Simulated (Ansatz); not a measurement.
# C₂H₉AlSSi, SMILES CCS[SiH2][AlH2]: a geometry optimisation

Computed with Ansatz 0.2.0, Python API.

Run as a notebook:

**Cell 1**
```python
import ansatz as az
from ase import Atoms
import numpy as np
```

**Cell 2**
```python
atoms = Atoms(["C", "C", "S", "Si", "Al", "H", "H", "H", "H", "H", "H", "H", "H", "H"], positions=[
    (-1.955, 1.2973, 0.8631),
    (-0.9823, 0.5452, 0.0552),
    (-0.6773, -1.0386, 0.8738),
    (0.8406, -1.7077, -0.5949),
    (2.7821, -0.5048, -0.4261),
    (-2.2043, 2.3239, 0.3402),
    (-1.5912, 1.5519, 1.876),
    (-2.9156, 0.7899, 0.9196),
    (-0.0375, 1.1567, 0.0237),
    (-1.3739, 0.3633, -0.9411),
    (1.0465, -3.1414, -0.3428),
    (0.2188, -1.5421, -1.9209),
    (2.8615, 0.6815, 0.6735),
    (3.9746, -0.8045, -1.3706),
])
geometry = az.Crystal.molecule_from_ase(atoms)

model = (
    geometry.calculation()
    .basis(gaussian="cc-pVDZ")
    .functional("r2scan", dispersion="d4")
)
symbols = [site.symbol for site in geometry.cartesian_sites]
start = np.array([site.position_ang for site in geometry.cartesian_sites], dtype=float)
r = model.relax(force_tolerance=0.01, max_steps=100).run(threads=1).report
end = np.array(r["positions_ang"])
```

**Cell 3**
```python
print("reference energy %16.6f eV" % r["reference_energy_ev"])
print("total energy     %16.6f eV" % r["free_energy_ev"])
print("occupied (up, down):", r["n_occupied"], " virtual:", r["n_virtual"], " frozen:", r["n_frozen"])
```
Output:
```text
reference energy    -27527.504286 eV
total energy        -27527.597365 eV
occupied (up, down): [32, 32]  virtual: [95, 95]  frozen: 0
```

**Cell 4**
```python
print("final positions (A) and the move of each atom")
for symbol, xyz, old in zip(symbols, end, start):
    print(f"{symbol:2s} {xyz[0]:10.5f} {xyz[1]:10.5f} {xyz[2]:10.5f}   {np.linalg.norm(xyz - old):7.4f}")

charges = r["charge_distribution"]
print("dipole moment", round(4.803205 * float(np.linalg.norm(charges["dipole_moment_e_ang"])), 3), "D")
print("Mulliken:", [(s, round(q, 3)) for s, q in zip(symbols, charges["mulliken_charges_e"])])
with open("c2h9alssi_opt.xyz", "w") as handle:
    handle.write(f"{len(symbols)}\nrelaxed C2H9AlSSi\n")
    handle.writelines(f"{s:2s} {x:11.6f} {y:11.6f} {z:11.6f}\n" for s, (x, y, z) in zip(symbols, end))
```
Output:
```text
final positions (A) and the move of each atom
C    -1.40189    1.34874    0.99182    0.5702
C    -1.06504    0.35361   -0.10345    0.2621
S    -0.10033   -1.07603    0.58590    0.6459
Si    1.00026   -1.74776   -1.33316    0.7564
Al    2.19060   -0.24306    0.14788    0.8648
H    -2.01072    2.16606    0.57235    0.3410
H    -0.48903    1.78831    1.42249    1.2151
H    -1.97662    0.87562    1.80290    1.2920
H    -0.46678    0.82112   -0.90234    1.0745
H    -1.96713   -0.08472   -0.55845    0.8361
H     1.00328   -3.24475   -1.21062    0.8750
H     0.00460   -1.39246   -2.40193    0.5474
H     2.04100    1.31751   -0.13830    1.3179
H     3.22479   -0.91159    1.15361    2.6354
dipole moment 2.37 D
Mulliken: [('C', -0.05), ('C', -0.167), ('S', -0.155), ('Si', 0.045), ('Al', 0.253), ('H', 0.054), ('H', 0.065), ('H', 0.057), ('H', 0.091), ('H', 0.083), ('H', -0.019), ('H', -0.027), ('H', -0.119), ('H', -0.111)]
```

File `c2h9alssi_opt.xyz` afterwards:
```text
14
relaxed C2H9AlSSi
C    -1.401891    1.348736    0.991821
C    -1.065037    0.353607   -0.103446
S    -0.100326   -1.076027    0.585897
Si    1.000261   -1.747762   -1.333165
Al    2.190601   -0.243057    0.147883
H    -2.010724    2.166063    0.572353
H    -0.489026    1.788312    1.422487
H    -1.976619    0.875622    1.802896
H    -0.466783    0.821119   -0.902337
H    -1.967129   -0.084722   -0.558446
H     1.003277   -3.244751   -1.210623
H     0.004596   -1.392460   -2.401933
H     2.041003    1.317510   -0.138295
H     3.224794   -0.911590    1.153608
```

Caveats:
- Total energies depend on the basis set; only differences at equal settings carry meaning.
- The end point is the stationary point reached from this start; no frequency run checks that it is a minimum, and the basis set is modest.
- Total less reference energy is the dispersion correction.
- The bonding changed during the relaxation, so the end is another isomer than the start names.
- The whole script took 5.6 min on 1 thread of Intel(R) Xeon(R) Platinum 8488C (Sapphire Rapids), on a shared host, peak memory 0.3 GiB.

(Lines on the test bed's own set-up are left out of the output.)
